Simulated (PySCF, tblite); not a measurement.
# C₆H₁₁B: dynamics, then NMR shifts on frames, part 2 of 2

tblite 0.8.0 and PySCF 2.14.0. Atoms count from 0.

## Step 5: NMR shieldings: 625 fs, PBE0/pcSseg-1

Job settings and geometry (Å):

```
{"job": {"kind": "nmr", "xc": "PBE0", "basis": "pcSseg-1", "pop": false}, "charge": 0, "multiplicity": 1}
B      1.046500    -0.751200     1.705600
C      0.457600    -0.404300     0.330100
C      1.201700    -0.383400    -0.808000
C      2.698400    -0.482100    -0.965000
C     -0.993600    -0.076200     0.180500
C     -1.491300     0.970600     0.790700
C     -1.897000    -1.064200    -0.497400
H      0.598300    -0.393300     2.729200
H      2.102400    -1.190100     1.698100
H      0.657800    -0.201100    -1.729700
H      3.131300    -1.197800    -0.227800
H      2.957900    -0.873700    -1.954700
H      3.040500     0.516700    -0.824100
H     -2.548400     1.049800     0.910900
H     -0.820100     1.701800     1.286400
H     -1.453500    -1.523800    -1.410400
H     -2.040100    -1.892800     0.233200
H     -2.801500    -0.578300    -0.733800
```

With the program's defaults for keys left out, this is: GIAO PBE0/pcSseg-1 NMR shielding, non-relativistic, gas phase.

The program printed:

```text
coarse grid: 14424 points
cycle   1  E = -259.5681104509  dE =  6.318e-01  |g| = 4.327e-01  |ddm| = 3.652e+00
cycle   2  E = -259.5565891633  dE =  1.152e-02  |g| = 4.903e-01  |ddm| = 9.354e-01
cycle   3  E = -259.6195832966  dE = -6.299e-02  |g| = 1.156e-01  |ddm| = 5.519e-01
cycle   4  E = -259.6228287908  dE = -3.245e-03  |g| = 3.350e-02  |ddm| = 1.138e-01
cycle   5  E = -259.6231166326  dE = -2.878e-04  |g| = 7.168e-03  |ddm| = 3.524e-02
cycle   6  E = -259.6231293882  dE = -1.276e-05  |g| = 3.314e-03  |ddm| = 1.012e-02
cycle   7  E = -259.6231320805  dE = -2.692e-06  |g| = 7.989e-04  |ddm| = 3.459e-03
final grid: 137552 points
cycle   8  E = -259.6652035184  dE = -4.855e-05  |g| = 8.147e-03  |ddm| = 4.022e-02
cycle   9  E = -259.6651994846  dE =  4.034e-06  |g| = 9.038e-03  |ddm| = 1.750e-02
cycle  10  E = -259.6652214846  dE = -2.200e-05  |g| = 1.577e-03  |ddm| = 9.724e-03
cycle  11  E = -259.6652221123  dE = -6.276e-07  |g| = 2.491e-04  |ddm| = 1.533e-03
cycle  12  E = -259.6652221270  dE = -1.476e-08  |g| = 6.417e-05  |ddm| = 2.767e-04
cycle  13  E = -259.6652221282  dE = -1.193e-09  |g| = 2.085e-05  |ddm| = 9.151e-05
cycle  14  E = -259.6652221283  dE = -9.004e-11  |g| = 1.041e-05  |ddm| = 2.960e-05
converged SCF energy = -259.6652221283

GIAO shielding tensors (ppm)
atom      isotropic    diamagn.    paramagn.     s11        s22        s33       span
  0 B       29.746     193.874    -164.128    -21.967    -17.494    128.698    150.665
  1 C       18.978     257.869    -238.891    -85.277     -8.989    151.200    236.477
  2 C       10.252     258.521    -248.269   -109.141     -7.958    147.854    256.995
  3 C      164.570     248.886     -84.316    149.391    165.667    178.653     29.262
  4 C       27.444     261.330    -233.886    -97.621     33.295    146.657    244.278
  5 C       70.591     254.814    -184.223    -32.209     95.467    148.513    180.722
  6 C      156.869     247.343     -90.474    135.439    151.962    183.206     47.767
  7 H       24.698      31.356      -6.658     18.704     27.507     27.882      9.178
  8 H       24.609      33.015      -8.406     17.770     27.024     29.035     11.265
  9 H       24.216      35.370     -11.154     19.197     22.955     30.497     11.300
 10 H       28.072      29.244      -1.171     24.341     27.292     32.583      8.243
 11 H       29.516      28.069       1.447     25.601     28.095     34.851      9.250
 12 H       30.123      29.353       0.770     25.724     28.553     36.094     10.370
 13 H       26.604      32.154      -5.550     23.546     25.831     30.434      6.888
 14 H       26.128      32.409      -6.281     22.961     25.229     30.193      7.232
 15 H       29.350      30.265      -0.915     25.605     28.898     33.547      7.941
 16 H       28.837      28.629       0.209     25.328     27.424     33.761      8.433
 17 H       30.160      31.003      -0.844     26.636     29.191     34.653      8.018
```

Run time: 18 s. Hardware: 1 thread of Arm Neoverse V2, shared host; peak memory 0.8 GiB.

In short: δ C2 176.7, C1 167.9, C4 159.5, C5 116.3, H9 7.50, H8 7.11 ppm.

## Step 6: Shielding tensors: 800 fs, PBE0/pcSseg-1

Job settings and geometry (Å):

```
{"job": {"kind": "nmr", "xc": "PBE0", "basis": "pcSseg-1", "pop": false}, "charge": 0, "multiplicity": 1}
B      1.088900    -1.117000     1.509000
C      0.548900    -0.522800     0.180600
C      1.223100    -0.242400    -0.936000
C      2.657600    -0.585400    -1.171000
C     -0.865400    -0.120600     0.241200
C     -1.245800     1.081400     0.652700
C     -1.935900    -1.193300    -0.075100
H      0.344600    -1.775700     2.145400
H      2.145900    -0.922000     1.971400
H      0.723600     0.331200    -1.753300
H      2.716300    -1.567800    -1.692000
H      3.096400     0.225400    -1.835700
H      3.135900    -0.529400    -0.184900
H     -2.210000     1.486400     0.588500
H     -0.480600     1.749700     0.926300
H     -2.131500    -1.139600    -1.135700
H     -1.622100    -2.196900     0.244100
H     -2.861600    -1.006400     0.472300
```

With the program's defaults for keys left out, this is: GIAO PBE0/pcSseg-1 NMR shielding, non-relativistic, gas phase.

The program printed:

```text
coarse grid: 14424 points
cycle   1  E = -259.5746950187  dE =  5.948e-01  |g| = 4.158e-01  |ddm| = 3.648e+00
cycle   2  E = -259.5734548867  dE =  1.240e-03  |g| = 4.341e-01  |ddm| = 8.460e-01
cycle   3  E = -259.6236368133  dE = -5.018e-02  |g| = 6.984e-02  |ddm| = 4.643e-01
cycle   4  E = -259.6245137802  dE = -8.770e-04  |g| = 3.823e-02  |ddm| = 8.306e-02
cycle   5  E = -259.6248815933  dE = -3.678e-04  |g| = 7.154e-03  |ddm| = 3.618e-02
cycle   6  E = -259.6248942320  dE = -1.264e-05  |g| = 3.260e-03  |ddm| = 9.211e-03
cycle   7  E = -259.6248968717  dE = -2.640e-06  |g| = 6.926e-04  |ddm| = 3.304e-03
final grid: 137552 points
cycle   8  E = -259.6658964892  dE = -4.179e-05  |g| = 7.909e-03  |ddm| = 3.477e-02
cycle   9  E = -259.6658918117  dE =  4.677e-06  |g| = 8.946e-03  |ddm| = 1.764e-02
cycle  10  E = -259.6659134874  dE = -2.168e-05  |g| = 1.705e-03  |ddm| = 1.013e-02
cycle  11  E = -259.6659141989  dE = -7.114e-07  |g| = 2.560e-04  |ddm| = 1.535e-03
cycle  12  E = -259.6659142132  dE = -1.437e-08  |g| = 1.017e-04  |ddm| = 2.979e-04
cycle  13  E = -259.6659142159  dE = -2.665e-09  |g| = 4.596e-05  |ddm| = 1.316e-04
cycle  14  E = -259.6659142164  dE = -5.305e-10  |g| = 6.414e-06  |ddm| = 4.157e-05
converged SCF energy = -259.6659142164

GIAO shielding tensors (ppm)
atom      isotropic    diamagn.    paramagn.     s11        s22        s33       span
  0 B       32.136     194.151    -162.015    -26.805    -12.436    135.649    162.455
  1 C       24.879     261.016    -236.136    -74.788      9.481    139.945    214.733
  2 C       26.526     257.176    -230.650    -78.924     14.322    144.180    223.104
  3 C      159.111     250.911     -91.800    142.144    156.368    178.821     36.677
  4 C       24.893     260.486    -235.593    -93.464     21.872    146.272    239.737
  5 C       69.101     256.179    -187.078    -33.829     86.119    155.013    188.842
  6 C      159.598     246.992     -87.394    140.077    152.372    186.345     46.268
  7 H       24.942      30.887      -5.946     19.245     26.778     28.802      9.558
  8 H       24.092      30.936      -6.844     17.881     26.467     27.927     10.046
  9 H       24.460      34.175      -9.715     21.427     23.173     28.779      7.352
 10 H       28.834      27.391       1.443     24.893     27.331     34.278      9.385
 11 H       28.645      27.597       1.048     24.947     27.004     33.983      9.036
 12 H       28.484      29.970      -1.486     24.800     28.167     32.485      7.685
 13 H       26.930      33.242      -6.312     24.104     26.440     30.245      6.141
 14 H       27.694      34.921      -7.227     23.897     26.617     32.567      8.670
 15 H       29.642      30.153      -0.511     26.171     28.313     34.441      8.269
 16 H       29.458      30.095      -0.637     26.100     28.455     33.820      7.720
 17 H       29.573      29.823      -0.250     25.799     28.082     34.838      9.039
```

Wall time 18 s (1 thread of Arm Neoverse V2, shared host); peak memory 0.91 GiB.

In short: δ C1 162.0, C4 162.0, C2 160.4, C5 117.8, H8 7.63, H9 7.26 ppm.

## Step 7: NMR shieldings: 1000 fs, PBE0/pcSseg-1

Job settings and geometry (Å):

```
{"job": {"kind": "nmr", "xc": "PBE0", "basis": "pcSseg-1", "pop": false}, "charge": 0, "multiplicity": 1}
B      1.236600    -1.676700     0.977100
C      0.646000    -0.630900     0.064500
C      1.296500     0.060600    -0.873600
C      2.696200    -0.085700    -1.349400
C     -0.808800    -0.248400     0.292700
C     -1.118600     0.942100     0.803500
C     -1.811200    -1.280500     0.108200
H      0.464600    -2.341800     1.511300
H      2.382000    -1.759500     1.070000
H      0.721400     0.823800    -1.380100
H      2.723000    -0.247200    -2.428500
H      3.190100     0.918500    -1.151700
H      3.279200    -0.907700    -0.813800
H     -2.149600     1.260600     0.930000
H     -0.311800     1.692200     0.916400
H     -1.795800    -1.889700    -0.765200
H     -1.941400    -2.010000     0.894200
H     -2.784600    -0.762400    -0.002300
```

Method: GIAO PBE0/pcSseg-1 NMR shielding, non-relativistic, gas phase.

The program printed:

```text
coarse grid: 14424 points
cycle   1  E = -259.5735268284  dE =  6.750e-01  |g| = 4.257e-01  |ddm| = 3.657e+00
cycle   2  E = -259.5645550262  dE =  8.972e-03  |g| = 4.734e-01  |ddm| = 9.311e-01
cycle   3  E = -259.6244157564  dE = -5.986e-02  |g| = 1.052e-01  |ddm| = 5.562e-01
cycle   4  E = -259.6269218187  dE = -2.506e-03  |g| = 3.556e-02  |ddm| = 1.098e-01
cycle   5  E = -259.6272368556  dE = -3.150e-04  |g| = 7.846e-03  |ddm| = 3.651e-02
cycle   6  E = -259.6272517176  dE = -1.486e-05  |g| = 3.376e-03  |ddm| = 9.699e-03
cycle   7  E = -259.6272545521  dE = -2.834e-06  |g| = 7.220e-04  |ddm| = 3.319e-03
final grid: 137552 points
cycle   8  E = -259.6680622373  dE = -4.316e-05  |g| = 8.036e-03  |ddm| = 4.104e-02
cycle   9  E = -259.6680584471  dE =  3.790e-06  |g| = 8.897e-03  |ddm| = 1.738e-02
cycle  10  E = -259.6680798877  dE = -2.144e-05  |g| = 1.396e-03  |ddm| = 9.626e-03
cycle  11  E = -259.6680803748  dE = -4.870e-07  |g| = 2.759e-04  |ddm| = 1.408e-03
cycle  12  E = -259.6680803920  dE = -1.728e-08  |g| = 8.761e-05  |ddm| = 2.944e-04
cycle  13  E = -259.6680803939  dE = -1.892e-09  |g| = 4.510e-05  |ddm| = 1.232e-04
cycle  14  E = -259.6680803945  dE = -5.186e-10  |g| = 7.744e-06  |ddm| = 4.287e-05
converged SCF energy = -259.6680803945

GIAO shielding tensors (ppm)
atom      isotropic    diamagn.    paramagn.     s11        s22        s33       span
  0 B       35.737     194.845    -159.108    -25.174     -6.456    138.842    164.017
  1 C       22.268     259.045    -236.777    -79.603     -1.680    148.088    227.691
  2 C       22.375     257.849    -235.474    -84.219      8.521    142.823    227.042
  3 C      159.480     248.516     -89.036    141.175    158.125    179.141     37.966
  4 C       21.049     260.086    -239.037    -98.671     13.061    148.756    247.427
  5 C       65.309     255.793    -190.485    -31.712     90.748    136.889    168.601
  6 C      169.082     244.378     -75.296    154.196    159.031    194.018     39.822
  7 H       25.084      31.995      -6.911     18.517     27.272     29.463     10.946
  8 H       24.464      32.246      -7.782     17.623     27.220     28.550     10.927
  9 H       24.680      35.639     -10.959     20.447     23.509     30.085      9.639
 10 H       29.307      27.654       1.653     25.931     27.628     34.362      8.430
 11 H       28.589      27.078       1.511     24.857     26.621     34.289      9.431
 12 H       27.513      28.477      -0.964     23.618     26.981     31.939      8.321
 13 H       26.308      31.912      -5.604     23.885     25.392     29.646      5.761
 14 H       26.293      32.848      -6.554     23.531     24.867     30.483      6.952
 15 H       30.713      30.817      -0.103     27.164     28.799     36.178      9.014
 16 H       29.295      28.969       0.326     25.635     26.506     35.743     10.108
 17 H       29.364      29.176       0.188     25.168     28.774     34.150      8.982
```

Run time: 18 s. Hardware: 1 thread of Arm Neoverse V2, shared host; peak memory 0.79 GiB.

This run: δ C4 165.9, C1 164.7, C2 164.6, C5 121.6, H8 7.25, H9 7.04 ppm.

## Step 8: Comparing the runs: NMR shifts

Shifts (ppm) of some atoms, chosen among heavy atoms and hydrogens apart, with basis size and wall time:

| frame | C1 | C4 | C2 | C6 | H12 | H16 | B0 | functions | time |
| --- | --- | --- | --- | --- | --- | --- | --- | --- | --- |
| 250 fs | 166.2 | 156.3 | 152.2 | 21.1 | 3.12 | 1.10 | 78.5 | 174 | 18 s |
| 425 fs | 155.8 | 155.8 | 164.7 | 28.8 | 2.23 | 2.75 | 72.7 | 174 | 18 s |
| 625 fs | 167.9 | 159.5 | 176.7 | 30.1 | 1.59 | 2.88 | 70.3 | 174 | 18 s |
| 800 fs | 162.0 | 162.0 | 160.4 | 27.3 | 3.23 | 2.26 | 67.9 | 174 | 18 s |
| 1000 fs | 164.7 | 165.9 | 164.6 | 17.8 | 4.20 | 2.42 | 64.3 | 174 | 18 s |

## Step 9: Summary of results

What follows sums up all 2 parts.

```
                                           quantity                                                                 value
                                         thermostat                                                                 200 K
                      mean temperature, second half                                                                 169 K
            mean potential energy above the minimum                                                               0.39 eV
     ¹³C shifts against TMS (PBE0/pcSseg-1, 250 fs)                            166.2, 156.3, 152.2, 120.2, 23.1, 21.1 ppm
      ¹H shifts against TMS (PBE0/pcSseg-1, 250 fs)  8.03, 7.76, 6.64, 5.11, 4.25, 3.12, 2.33, 2.04, 1.73, 1.61, 1.10 ppm
¹¹B shifts against BF3·OEt2 (PBE0/pcSseg-1, 250 fs)                                                              78.5 ppm
                           range of the shift of C2                                                    152.2 to 176.7 ppm
```

In the second half the potential energy averages 0.39 eV above the minimum; equipartition over 48 harmonic modes at 200 K would give 0.41 eV. With 18 atoms the temperature swings widely (114 to 235 K). Shifts at one fixed geometry are not the observed spectrum, which averages over the motion. Across the 5 runs the shift of C2 moves most, between 152.2 (250 fs) and 176.7 ppm (625 fs).
